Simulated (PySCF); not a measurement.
# [Ce(NH2)4]−: other functionals and bases at one geometry

An exercise on one series of results from a longer session: the logs are not shown, and one member is left open.

Program: PySCF 2.14.0. Level of theory: several levels, as the steps say, no spin–orbit coupling. These are calculated values, not measurements.

1 further run of the same task is left out (for a known fault of the program).

## The system as given

13 atoms, charge -1, spin multiplicity 1.

Bond lengths: Ce1–N2 2.370 Å, Ce1–N5 2.370 Å, Ce1–N8 2.370 Å, Ce1–N11 2.370 Å, N2–H3 1.021 Å, N2–H4 1.023 Å, N5–H6 1.023 Å, N5–H7 1.021 Å, N8–H9 1.023 Å, N8–H10 1.021 Å, N11–H12 1.021 Å, N11–H13 1.023 Å. Angles: N2–Ce1–N5 110.9°, N2–Ce1–N8 106.6°, N2–Ce1–N11 110.9°, N5–Ce1–N8 110.9°, N5–Ce1–N11 106.6°, N8–Ce1–N11 110.9°, Ce1–N2–H3 131.4°, Ce1–N2–H4 123.4°, H3–N2–H4 105.0°, Ce1–N5–H6 123.4°, Ce1–N5–H7 131.3°, H6–N5–H7 105.1°, Ce1–N8–H9 123.4°, Ce1–N8–H10 131.4°, H9–N8–H10 105.0°, Ce1–N11–H12 131.3°, Ce1–N11–H13 123.4°, H12–N11–H13 105.1°.

Coordinates:

```xyz
13
charge -1, multiplicity 1
Ce   -0.00008    0.00000    0.00000
N     1.41646    1.29396    1.39179
H     1.39282    1.47557    2.39616
H     2.27797    1.73620    1.06235
N    -1.41672   -1.39180    1.29390
H    -2.27836   -1.06262    1.73597
H    -1.39214   -2.39639    1.47594
N     1.41646   -1.29396   -1.39179
H     2.27797   -1.73620   -1.06235
H     1.39282   -1.47557   -2.39616
N    -1.41672    1.39180   -1.29390
H    -1.39214    2.39639   -1.47594
H    -2.27836    1.06262   -1.73597
```

Formal oxidation states: Ce +3. Each metal's 1 4f electrons lie in its core potential, so multiplicities, spins and levels count the valence alone. An earlier session relaxed this geometry at PBE0, Ce lcecp-1-SVP with ECP47, N def2-SVP, H def2-SVP (singlet, point group S4).

At PBE0 on the finer grid: E = -255.754887 Eh, HOMO -1.17 eV, LUMO 3.51 eV, Mulliken charge on Ce1 +0.73 e, largest force component 0.011 eV/Å. 

Levels to run: B3LYP; BP86; PBE0, TZVP. Hardware: 2 threads of Arm Neoverse V2, shared host.

Set-up of the first run:

Input file run.py (the lines that set the calculation):

```python
mol = gto.M(atom='''
Ce    -0.00008     0.00000     0.00000
N      1.41646     1.29396     1.39179
H      1.39282     1.47557     2.39616
H      2.27797     1.73620     1.06235
N     -1.41672    -1.39180     1.29390
H     -2.27836    -1.06262     1.73597
H     -1.39214    -2.39639     1.47594
N      1.41646    -1.29396    -1.39179
H      2.27797    -1.73620    -1.06235
H      1.39282    -1.47557    -2.39616
N     -1.41672     1.39180    -1.29390
H     -1.39214     2.39639    -1.47594
H     -2.27836     1.06262    -1.73597''',
    basis={'Ce': 'lcecp-1-SVP', 'N': 'def2-SVP', 'H': 'def2-SVP'},
    ecp={'Ce': 'lcecp-1-SVP'},
    charge=-1, spin=0)
mf = dft.RKS(mol, xc='B3LYP')
mf.grids.atom_grid = (75, 302)  # f atoms: unpruned, at least (60, 302)
mf = mf.density_fit()  # fitting sets: Ce AutoAux, N def2-universal-JKFIT, H def2-universal-JKFIT
mf.conv_tol = 1e-08; mf.max_cycle = 55
mf.kernel(dm0)  # dm0: the density of the relaxed state
```

Command:

```bash
> OMP_NUM_THREADS=2 python run.py
```

Steps of the session up to this table: B3LYP; BP86; PBE0, TZVP.

One of the session's tables, all rows but one given; the rest of the session is left out.

| level | HOMO (eV) | gap (eV) | charge on Ce1 (e) | largest force component (eV/Å) |
| --- | --- | --- | --- | --- |
| PBE0 (relaxed here) | -1.17 | 4.68 | 0.73 | 0.01 |
| B3LYP | ? | ? | ? | ? |
| BP86 | 0.06 | 2.97 | 0.47 | 0.46 |
| PBE0, TZVP | -1.48 | 4.82 | 1.50 | 0.33 |

**Question.** Estimate the row for B3LYP.

As computed: HOMO (eV): -0.93; gap (eV): 4.20; charge on Ce1 (e): 0.65; largest force component (eV/Å): 0.12. In the column «HOMO (eV)» it lies between PBE0 (relaxed here) (-1.17) and BP86 (0.06).

In one basis the HOMO–LUMO gap runs from 2.97 eV (BP86) to 4.68 eV (PBE0). The largest leftover force, 0.46 eV/Å with BP86, stands at a geometry relaxed at another level. With 4f in the core, its levels are missing from HOMO and gap, and its count is fixed, so no charge can pass from the ligands into it. Total energies of different levels can't be compared.
